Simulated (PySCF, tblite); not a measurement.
**C3H14BN3Si2: geometry, infrared bands and NMR shifts**

Wanted: the infrared bands and NMR shifts of C3H14BN3Si2 (`NB(NC1CC1)[SiH2]N[SiH3]`), by calculation.

The runs use tblite 0.8.0 and PySCF 2.14.0, with density-fitted response routines of our own; the level of theory stands in each step. All values are computed, except where a source is named. Atoms count from 0, in the outputs and in this text.

### Step 1. The molecule as given

23 atoms, charge 0, multiplicity 1; geometry from: force field or distance geometry start.

Bonds of the start (Å): N0–B1 1.52, B1–N2 1.53, N2–C3 1.47, C3–C4 1.50, C4–C5 1.53, B1–Si6 1.93, Si6–N7 1.79, N7–Si8 1.80, C5–C3 1.51, N0–H9 1.06, N0–H10 1.05, N2–H11 1.05, C3–H12 1.09, C4–H13 1.11, C4–H14 1.11, C5–H15 1.11, C5–H16 1.11, Si6–H17 1.48, Si6–H18 1.47, N7–H19 1.03, Si8–H20 1.48, Si8–H21 1.46, Si8–H22 1.47.

### Step 2. Optimising the geometry with GFN2-xTB

Job settings and geometry (Å):

```
{"job": {"kind": "relax", "xc": "GFN2-xTB", "basis": "xTB"}, "charge": 0, "multiplicity": 1}
N     -0.575900    -1.620300    -1.315800
B     -0.079600    -0.630300    -0.281600
N     -1.081400    -0.192000     0.787800
C     -2.382000    -0.272800     0.102600
C     -3.629100     0.085100     0.862100
C     -3.022500     1.072000    -0.138600
Si     1.832400    -0.502200    -0.024500
N      2.428200     1.168600     0.189700
Si     4.153400     1.157700    -0.324000
H     -0.563700    -2.567000    -0.835700
H      0.105200    -1.593800    -2.110800
H     -1.056100    -0.918500     1.547400
H     -2.433800    -0.953800    -0.751800
H     -4.550800    -0.451700     0.557800
H     -3.588300     0.364500     1.937700
H     -2.482800     1.919600     0.328000
H     -3.487400     1.186300    -1.138800
H      2.268800    -1.407900     1.055900
H      2.448900    -1.002900    -1.264100
H      1.893000     1.857400    -0.366000
H      4.207800     1.590900    -1.733700
H      4.989200     1.978500     0.548600
H      4.601600    -0.240600    -0.263100
```

Started as:

```console
> OMP_NUM_THREADS=1 python probes_run.py task.json out
```

The driver reads the jobs from task.json and runs them one after another.

**Question.** This job is followed by: GFN2-xTB harmonic vibrations, gas phase; GIAO PBE0/pcSseg-1 NMR shielding, non-relativistic, gas phase. What will the session give for the following? strongest single infrared mode (GFN2-xTB); zero-point energy (GFN2-xTB); 13C shifts against TMS (PBE0/pcSseg-1, means over atoms taken as alike); 1H shifts against TMS (PBE0/pcSseg-1, means over atoms taken as alike); 15N shifts against NH3 (PBE0/pcSseg-1); 11B shifts against BF3·OEt2 (PBE0/pcSseg-1); 29Si shifts against TMS (PBE0/pcSseg-1).

**Answer**, as computed:

| quantity | value |
| --- | --- |
| strongest single infrared mode (GFN2-xTB) | 2192 cm⁻¹, 493 km/mol |
| zero-point energy (GFN2-xTB) | 109.0 kcal/mol |
| 13C shifts against TMS (PBE0/pcSseg-1, means over atoms taken as alike) | 27.7, 9.8 ppm |
| 1H shifts against TMS (PBE0/pcSseg-1, means over atoms taken as alike) | 4.77, 4.70, 2.92, 2.42, 2.19, 0.71, 0.25, -1.32 ppm |
| 15N shifts against NH3 (PBE0/pcSseg-1) | 111.8, 77.0, -8.7 ppm |
| 11B shifts against BF3·OEt2 (PBE0/pcSseg-1) | 24.7 ppm |
| 29Si shifts against TMS (PBE0/pcSseg-1) | -53.1, -53.8 ppm |

In words: The optimisation took 227 steps and gained 2.623 eV; among the close pairs (by a distance rule), B1–N2 changed most, from 1.529 to 1.410 Å. No mode is imaginary among the 63: a minimum at this level. The strongest single mode, at 2192 cm⁻¹, moves mainly H20. Unscaled tight-binding wavenumbers are off by several per cent, some by more. Its intensities can rank the bands wrongly. At PBE0/pcSseg-1: The largest span, 132 ppm, is at Si6, where the paramagnetic term is -480 ppm.
